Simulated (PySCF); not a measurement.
# C7H14 (2-ethyl-3-methylbut-1-ene): the cost of one run

Programs: PySCF 2.14.0, with routines of our own; each step states its level. All values are computed. Atoms count from 0.

### 1 The starting structure

21 atoms, charge 0, multiplicity 1; geometry from: GFN2-xTB.

### 2 Magnetic properties: GIAO CAM-B3LYP/pcSseg-1

What the job is given:

```
{"job": {"kind": "mag", "xc": "CAM-B3LYP", "basis": "pcSseg-1", "isotopologues": 2}, "charge": 0, "multiplicity": 1}
C      0.279395    -0.930406    -1.138102
C      0.266472    -0.142633    -0.075557
C      1.500107     0.459725     0.542051
C      2.812654     0.146520    -0.163059
C     -1.025369     0.236102     0.623353
C     -1.787011    -1.002146     1.098868
C     -1.902403     1.092941    -0.292526
H      1.184747    -1.205359    -1.647882
H     -0.626296    -1.341802    -1.550269
H      1.363261     1.545786     0.578438
H      1.559563     0.114225     1.579702
H      2.791554     0.505187    -1.189320
H      3.636958     0.634903     0.352531
H      3.001934    -0.924248    -0.168566
H     -0.775004     0.835482     1.506228
H     -1.154275    -1.613274     1.738919
H     -2.668695    -0.707109     1.663896
H     -2.107402    -1.607642     0.255408
H     -2.805027     1.404742     0.229018
H     -2.191467     0.533414    -1.178461
H     -1.362617     1.982534    -0.610438
```

With the program's defaults for keys left out, this is: GIAO CAM-B3LYP/pcSseg-1 magnetisability, rotational g tensor and spin-rotation constants, non-relativistic, gas phase.

On the command line:

```bash
OMP_NUM_THREADS=1 python excited_run.py task.json out
```

The driver reads the jobs from task.json and runs them one after another.

Q: Estimate the wall time and peak memory of this first job on 1 thread of Arm Neoverse V1, shared host.

About 52 s, with a peak of 1 GiB.
